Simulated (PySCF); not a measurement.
**Au²⁺: excitation energies in aug-cc-pVTZ-PP with ECP60**

Aim: the excitation energy of gold from differences of total energies, at each level of theory, and how far each lands from the tabulated value where there is one.

Method: unrestricted determinants in a Gaussian basis, no spin-orbit coupling in the energies. Code: PySCF 2.14.0.

## 1. The system

* Element: gold (Z = 79)
* Basis: aug-cc-pVTZ-PP with ECP60MDF (6s6p5d3f2g, 88 functions)
* Hamiltonian: scalar relativity through the core potential
* State 1: Au²⁺: [Xe] 4f14 5d8 6s1, high-spin 4F determinant (an excited configuration)
* State 2: Au²⁺: [Xe] 4f14 5d8 6p1, one real determinant (an excited configuration)
* Needed too, but not shown: Au²⁺ [Xe] 4f14 5d9 (2D)
* Methods: CCSD(T)
* Core shells frozen in the correlated runs: valence: 5s2 5p6 (for Au²⁺)

Outer shells as boxes (Hund's rule):

Au2+ [Xe] 4f14 5d8 6s1
```
[Xe] core
4f [↑↓][↑↓][↑↓][↑↓][↑↓][↑↓][↑↓]
5d [↑↓][↑↓][↑↓][↑ ][↑ ]
6s [↑ ]
```

Au2+ [Xe] 4f14 5d8 6p1
```
[Xe] core
4f [↑↓][↑↓][↑↓][↑↓][↑↓][↑↓][↑↓]
5d [↑↓][↑↓][↑↓][↑ ][↑ ]
6p [↑ ][  ][  ]
```

The runs were made by one driver on top of PySCF. The scripts below sum up each run's settings (the driver also hands on starting orbitals that pick excited configurations, and frozen orbitals as a list rather than a count), and the logs come from the driver's own runs. The driver starts from symmetry-adapted Hartree-Fock orbitals, holds the occupation by maximum overlap and uses a logarithmic radial grid for functionals, so a plain start would take other cycles.

The integrals over 88 functions and the set-up took 2.8 s of CPU time.

## 2. Au²⁺ [Xe] 4f14 5d8 6s1: CCSD(T) (valence)

**CCSD(T) (valence)**

input.py reads:

```python
from pyscf import gto, scf, dft, mp, cc
import basis_set_exchange as bse
txt = bse.get_basis("aug-cc-pVTZ-PP", elements=["Au"], fmt="nwchem", header=False)
cut = txt.index("\nECP")
mol = gto.M(atom="Au 0 0 0", charge=2, spin=3, symmetry="D2h",
            basis=gto.basis.parse(txt[:cut]),
            ecp={"Au": gto.basis.parse_ecp(txt[cut:])})
mf = scf.UHF(mol)
mf.irrep_nelec = {'Ag': (4, 1), 'B1g': (1, 1), 'B2g': (1, 1), 'B3g': (1, 1), 'B1u': (1, 1), 'B2u': (1, 1), 'B3u': (1, 1)}
mf.kernel()
mycc = cc.CCSD(mf, frozen=4).run()
mycc.ccsd_t()
```

## 3. Au²⁺ [Xe] 4f14 5d8 6p1: CCSD(T) (valence)

**CCSD(T) (valence)**

Edit input.py of step 2 so:

```diff
@@ -8,3 +8,3 @@
 mf = scf.UHF(mol)
-mf.irrep_nelec = {'Ag': (4, 1), 'B1g': (1, 1), 'B2g': (1, 1), 'B3g': (1, 1), 'B1u': (1, 1), 'B2u': (1, 1), 'B3u': (1, 1)}
+mf.irrep_nelec = {'Ag': (3, 1), 'B1g': (1, 1), 'B2g': (1, 1), 'B3g': (1, 1), 'B1u': (1, 1), 'B2u': (2, 1), 'B3u': (1, 1)}
 mf.kernel()
```

Before running it: what results should come out?

As calculated:

| quantity | value |
| --- | --- |
| excitation energy, Au²⁺ → [Xe] 4f14 5d8 6s1 | UHF 3.665, CCSD(T) (valence) 4.162 eV |
| excitation energy, Au²⁺ → [Xe] 4f14 5d8 6p1 | UHF 11.926, CCSD(T) (valence) 12.626 eV |

Accuracy by level (over 2 differences):

| method | mean absolute miss against CCSD(T) (valence) (eV) |
| --- | --- |
| UHF | 0.598 |
| MP2 (valence) | 0.134 |
| SCS-MP2 (valence) | 0.294 |
| CCSD (valence) | 0.020 |
| CCSD(T) (valence) | 0.000 |

**Reading.** For the first difference the methods span 0.747 eV, from UHF (3.665) to SCS-MP2 (valence) (4.412). No reference value is at hand in this session. All values hold for this basis alone; no basis-set limit was taken.
